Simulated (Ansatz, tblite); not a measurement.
# AsMe2(NMe2) (C4H12AsN): one state, many levels

An exercise on one series of results from a longer session: the logs are not shown, and one member is left open.

Computed with Ansatz 0.2.0, Gaussian basis. Level: as each input shows.

Plan: GFN1-xTB, GFN2-xTB, PBE-D4/def2-TZVP, r2SCAN-D4/def2-TZVP, HF/def2-TZVP, B3LYP-D4/def2-TZVP, LDA/def2-TZVP, PBE-D4/def2-SVP, PBE0-D4/def2-SVP, CCSD(T)/def2-SVP, MP2/def2-TZVP, RPA/def2-TZVP.

2 further runs of the same task are left out: 2 set aside as unsound or not needed.

**The geometry**

The singlet was relaxed beforehand with r2SCAN-D4/def2-SVP.

18 atoms, charge 0, spin multiplicity 1.

Bond lengths: As1–C2 1.968 Å, As1–C6 1.968 Å, As1–N10 1.908 Å, C2–H3 1.099 Å, C2–H4 1.101 Å, C2–H5 1.101 Å, C6–H7 1.101 Å, C6–H8 1.101 Å, C6–H9 1.100 Å, N10–C11 1.452 Å, N10–C12 1.452 Å, C11–H13 1.105 Å, C11–H14 1.101 Å, C11–H15 1.115 Å, C12–H16 1.101 Å, C12–H17 1.115 Å, C12–H18 1.105 Å. Angles: C2–As1–C6 95.3°, C2–As1–N10 95.5°, C6–As1–N10 95.6°, As1–C2–H3 111.1°, As1–C2–H4 108.6°, As1–C2–H5 109.5°, H3–C2–H4 108.0°, H3–C2–H5 109.9°, H4–C2–H5 109.8°, As1–C6–H7 109.6°, As1–C6–H8 108.5°, As1–C6–H9 111.1°, H7–C6–H8 109.8°, H7–C6–H9 109.9°, H8–C6–H9 108.0°, As1–N10–C11 112.6°, As1–N10–C12 112.4°, C11–N10–C12 110.7° and more.

PBE0-D4/def2-TZVP was run before; its log isn't repeated, and its numbers join the tables.

Set-up of the first run:

Tight binding, by tblite at 300 K electronic temperature and without a spin-polarisation term:

```python
tblite.interface.Calculator('GFN1-xTB', numbers, positions, charge=0, uhf=0).singlepoint()
```

Tight binding, by tblite at 300 K electronic temperature and without a spin-polarisation term:

```python
tblite.interface.Calculator('GFN2-xTB', numbers, positions, charge=0, uhf=0).singlepoint()
```

start.molden holds the orbitals of an earlier run on this state, given as this run's starting guess.

in.yaml reads:

```yaml
crystal:
  periodic: [false, false, false]
  atoms:
    - {symbol: As, position_ang: [0.290318, 0.550524, 1.035264]}
    - {symbol: C, position_ang: [2.082892, 0.693136, 0.235961]}
    - {symbol: H, position_ang: [2.734599, -0.123042, 0.579356]}
    - {symbol: H, position_ang: [2.533750, 1.645619, 0.554012]}
    - {symbol: H, position_ang: [1.998930, 0.667940, -0.861308]}
    - {symbol: C, position_ang: [-0.428587, 2.157145, 0.155662]}
    - {symbol: H, position_ang: [-0.355543, 2.043297, -0.936959]}
    - {symbol: H, position_ang: [0.163189, 3.026992, 0.479885]}
    - {symbol: H, position_ang: [-1.475257, 2.330982, 0.444193]}
    - {symbol: N, position_ang: [-0.386127, -0.683387, -0.252880]}
    - {symbol: C, position_ang: [-1.834136, -0.782028, -0.225012]}
    - {symbol: C, position_ang: [0.220776, -1.996871, -0.132801]}
    - {symbol: H, position_ang: [-2.172723, -1.408643, -1.069999]}
    - {symbol: H, position_ang: [-2.295197, 0.209989, -0.350713]}
    - {symbol: H, position_ang: [-2.244840, -1.237807, 0.705694]}
    - {symbol: H, position_ang: [1.318538, -1.925074, -0.182643]}
    - {symbol: H, position_ang: [-0.046669, -2.541153, 0.802456]}
    - {symbol: H, position_ang: [-0.103901, -2.627620, -0.980167]}
basis:
  gaussian: {orbitals: def2-TZVP, initial_orbitals: start.molden}
hamiltonian: {xc: pbe, dispersion: d4}
scf: {omitted_lower_state_checks: [starts]}
output: {orbitals: {seedname: orbitals}}
```

On the command line:

```sh
ansatz run in.yaml --threads 2 --pin off --events-out ev --progress --plain --max-ram 32768MiB --backend cuda --devices 0, --max-vram 18GiB
```

Among the steps run: PBE-D4/def2-TZVP; r2SCAN-D4/def2-TZVP; HF/def2-TZVP; B3LYP-D4/def2-TZVP; LDA/def2-TZVP; PBE-D4/def2-SVP; PBE0-D4/def2-SVP; CCSD(T)/def2-SVP; MP2/def2-TZVP; RPA/def2-TZVP.

One table of the session follows, with a row left open; its other results are not shown here.

It belongs to the step «Binding energy». 

```
             method  binding an atom (eV)
        HF/def2-SVP                 2.755
       HF/def2-TZVP                 2.719
      LDA/def2-TZVP                 4.305
    PBE-D4/def2-SVP                 3.866
   PBE-D4/def2-TZVP                 3.845
r2SCAN-D4/def2-TZVP                 3.771
 B3LYP-D4/def2-TZVP                 3.786
   PBE0-D4/def2-SVP                 3.810
  PBE0-D4/def2-TZVP                 3.786
       MP2/def2-SVP                     ?
      MP2/def2-TZVP                 3.653
      CCSD/def2-SVP                 3.541
   CCSD(T)/def2-SVP                 3.578
```

Estimate the missing values for MP2/def2-SVP.

**Answer.** binding an atom (eV): 3.583. In the column «binding an atom (eV)» it lies between CCSD(T)/def2-SVP (3.578) and MP2/def2-TZVP (3.653).

To keep in mind: Free atoms were run apart at each level; binding is atoms less cluster, divided by the number of atoms, without zero-point or spin-orbit terms.
